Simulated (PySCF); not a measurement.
# H3O4Ta (Ta(O)(OH)3): the cost of one run

Program: PySCF 2.14.0. Level of theory: PBE, Ta def2-SVP with ECP60, O def2-SVP, H def2-SVP; scalar-relativistic core potentials, no spin–orbit coupling. These are calculated values, not measurements.

2 further runs of the same task are left out: 2 for a known fault of the program.

### 1 The system as given

8 atoms, charge 0, spin multiplicity 1.

Bond lengths: Ta1–O2 1.554 Å, Ta1–O3 1.848 Å, Ta1–O5 1.848 Å, Ta1–O7 1.848 Å, O3–H4 0.966 Å, O5–H6 0.966 Å, O7–H8 0.966 Å. Angles: O2–Ta1–O3 90.0°, O2–Ta1–O5 180.0°, O2–Ta1–O7 90.0°, O3–Ta1–O5 90.0°, O3–Ta1–O7 180.0°, O5–Ta1–O7 90.0°, Ta1–O3–H4 158.7°, Ta1–O5–H6 158.7°, Ta1–O7–H8 158.7°.

Coordinates:

```mol
H3O4Ta
  3D, bonds by distance, orders not assigned

  8  7  0  0  0  0  0  0  0  0999 V2000
    0.0000    0.0000    0.0000 Ta  0  0
    1.5540    0.0000    0.0000 O   0  0
    0.0000    1.8480    0.0000 O   0  0
    0.0000    2.7480    0.3500 H   0  0
   -1.8480    0.0000    0.0000 O   0  0
   -2.7480    0.0000    0.3500 H   0  0
   -0.0000   -1.8480    0.0000 O   0  0
   -0.0000   -2.7480    0.3500 H   0  0
  1  2  8  0
  1  3  8  0
  1  5  8  0
  1  7  8  0
  3  4  8  0
  5  6  8  0
  7  8  8  0
M  END
```

Formal oxidation states: Ta +5.

### 2 SCF at the start, singlet

run.py (the lines that set the calculation)

```python
mol = gto.M(atom='''
Ta     0.00000     0.00000     0.00000
O      1.55400     0.00000     0.00000
O      0.00000     1.84800     0.00000
H      0.00000     2.74800     0.35000
O     -1.84800     0.00000     0.00000
H     -2.74800     0.00000     0.35000
O      0.00000    -1.84800     0.00000
H      0.00000    -2.74800     0.35000''',
    basis={'Ta': 'def2-SVP', 'O': 'def2-SVP', 'H': 'def2-SVP'},
    ecp={'Ta': 'def2-SVP'},
    charge=0, spin=0)
mf = dft.RKS(mol, xc='PBE')
mf.grids.atom_grid = (50, 194)
mf = mf.density_fit()  # fitting sets: Ta def2-universal-JKFIT, O def2-universal-JKFIT, H def2-universal-JKFIT
mf.conv_tol = 1e-08; mf.max_cycle = 55
mf.kernel(dm0)  # dm0: free metal ions and neutral atoms
```

Launch:

```
OMP_NUM_THREADS=2 python run.py
```

Q: Estimate wall time and peak memory on 2 threads of Intel Xeon Platinum 8259CL at 2.50GHz (Skylake/Cascade Lake), shared host.

About 6.2 s, with a peak of 0.53 GiB.
